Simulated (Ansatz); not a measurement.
# C2H8BNOSi: the cost of one run

All numbers below are computed with Ansatz 0.2.0 (RKS PBE-D4/6-31G*).

1 further run of the same task is left out (it didn't finish).

## Step 1: The starting structure

Bond lengths: C1–N2 1.247 Å, N2–Si3 1.752 Å, Si3–B4 1.964 Å, B4–C5 1.553 Å, B4–O6 1.500 Å, C1–H7 1.094 Å, C1–H8 1.105 Å, Si3–H9 1.442 Å, Si3–H10 1.516 Å, C5–H11 1.098 Å, C5–H12 1.129 Å, C5–H13 1.121 Å, O6–H14 1.006 Å. Angles (14 of 20 angles, heavy atoms first): C1–N2–Si3 120.9°, N2–Si3–B4 113.4°, Si3–B4–C5 121.0°, Si3–B4–O6 117.3°, C5–B4–O6 121.2°, N2–C1–H7 119.4°, N2–C1–H8 122.4°, N2–Si3–H9 111.6°, N2–Si3–H10 110.0°, B4–Si3–H9 107.1°, B4–Si3–H10 107.3°, B4–C5–H11 106.0°, B4–C5–H12 108.7°, B4–C5–H13 110.8°.

As a file:

```xyz
14

C    -2.1224   -1.3836    0.8439
N    -1.3020   -1.6794   -0.0479
Si    0.3809   -1.2107    0.0879
B     0.6596    0.7319    0.0089
C     1.4445    1.3813   -1.1630
O    -0.0687    1.5722    1.0152
H    -3.1776   -1.6382    0.7089
H    -1.8577   -0.7378    1.7000
H     1.1809   -1.7963   -0.9597
H     0.9488   -1.6946    1.4075
H     2.4796    1.0268   -1.0663
H     1.4493    2.5005   -1.0181
H     0.9625    1.1410   -2.1460
H    -0.9906    1.7577    0.6574
```

## Step 2: End point A

The input, input.yaml:

```yaml
crystal:
  periodic: [false, false, false]
  atoms:
    - { symbol: C, position_ang: [-2.1224, -1.3836, 0.8439] }
    - { symbol: "N", position_ang: [-1.302, -1.6794, -0.0479] }
    - { symbol: Si, position_ang: [0.3809, -1.2107, 0.0879] }
    - { symbol: B, position_ang: [0.6596, 0.7319, 0.0089] }
    - { symbol: C, position_ang: [1.4445, 1.3813, -1.163] }
    - { symbol: O, position_ang: [-0.0687, 1.5722, 1.0152] }
    - { symbol: H, position_ang: [-3.1776, -1.6382, 0.7089] }
    - { symbol: H, position_ang: [-1.8577, -0.7378, 1.7] }
    - { symbol: H, position_ang: [1.1809, -1.7963, -0.9597] }
    - { symbol: H, position_ang: [0.9488, -1.6946, 1.4075] }
    - { symbol: H, position_ang: [2.4796, 1.0268, -1.0663] }
    - { symbol: H, position_ang: [1.4493, 2.5005, -1.0181] }
    - { symbol: H, position_ang: [0.9625, 1.141, -2.146] }
    - { symbol: H, position_ang: [-0.9906, 1.7577, 0.6574] }
basis:
  gaussian: { orbitals: "6-31G*" }
hamiltonian:
  xc: pbe
  dispersion: d4
relax:
  f_tol: 0.015
  max_steps: 40
output:
  orbitals: {}
```

Command:

```console
$ ansatz run input.yaml --threads 2 --pin off --max-ram 3072MiB --backend cpu --events-out ev --progress --plain --runs-dir out
```

**Question.** How long does this run take on 2 threads of Arm Neoverse V1, shared host, and how much memory does it need?

About 64 s, with a peak of 0.19 GiB.
